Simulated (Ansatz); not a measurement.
# BF: a trial structure relaxed

Where does BF go from the start given, wurtzite type (P6_3mc, No. 186)?

Method: DFT PBE, scalar-relativistic, plane waves, PAW, in Ansatz 0.2.0.

2 further runs of the same task are left out: 2 set aside as unsound or not needed.

## 1. The system as given

The structure is hexagonal, space group P6_3mc (No. 186). Conventional cell: a = 3.004 Å, b = 3.004 Å, c = 4.810 Å, α = 90.00°, β = 90.00°, γ = 120.00°. B (site symmetry 3m) has 4 F at 1.82 to 1.84 Å as nearest neighbours. F (site symmetry 3m) is surrounded by 4 B at 1.82 to 1.84 Å.

As a file:

```xyz
4
Lattice="3.0037 0.0000 0.0000 -1.5018 2.6012 0.0000 0.0000 0.0000 4.8102" Properties=species:S:1:pos:R:3 pbc="T T T"
B     0.0000    1.7342    0.0000
B     1.5018    0.8671    2.4051
F     0.0000    1.7342    1.8380
F     1.5018    0.8671    4.2431
```

(A quick probe on a coarse mesh, which set the mesh and smearing, is not shown.)

## 3. Rough relaxation on the coarse mesh

input.yaml

```yaml
crystal:
  lattice:
    - [3.0036520812, 0.0, 0.0]
    - [-1.5018260406, 2.6012390064, 0.0]
    - [0.0, 0.0, 4.8102452264]
  atoms:
    - { symbol: B, position: [0.3333333333, 0.6666666667, 0.0] }
    - { symbol: B, position: [0.6666666667, 0.3333333333, 0.5] }
    - { symbol: F, position: [0.3333333333, 0.6666666667, 0.3821] }
    - { symbol: F, position: [0.6666666667, 0.3333333333, 0.8821] }
basis:
  ecutwfc: 420
kpoints:
  mp_grid: { grid: [6, 6, 4] }
hamiltonian:
  xc: pbe
scf:
  occupations: { method: gaussian, width: 0.1 }
  lower_state_search: "off"
output:
  forces: true
  stress: true
  eigenvalues: true
relax:
  adjacent_minimum: "off"
  f_tol: 0.04
  max_steps: 70
  cell: { stress_tol: 0.4 }
```

Started as:

```
> ansatz run input.yaml --threads 1 --pin off --max-ram 2560MiB --backend cpu --events-out ev --progress --plain --runs-dir out
```

Further runs follow: rough relaxation on the coarse mesh; relaxing cell and atoms.

What does the calculation give?

**Answer**, as computed:

Formation energies count from the elements, computed with the same settings in runs not shown here.

```
                          quantity                                                                       value
                              cell  a = 2.310 Å, b = 2.310 Å, c = 9.710 Å, α = 90.00°, β = 90.00°, γ = 120.00°
                       space group                                                            P6_3mc (No. 186)
                            volume                                                               11.21 Å³/atom
                   gap on the mesh                                                                none (metal)
formation energy from the elements                                                              -0.580 eV/atom
```

**Reading.** The space group stayed P6_3mc, and from the first guess the volume went from 9.40 to 11.21 Å³/atom. With -0.58 eV/atom it lies under the elements, which doesn't yet make it stable against other compounds of them. Spin polarisation is off in the runs that give these values; a magnetic solution could lie lower.

These are semilocal Kohn-Sham gaps, which aren't the measured quantity. Such gaps usually fall short of the measured ones.
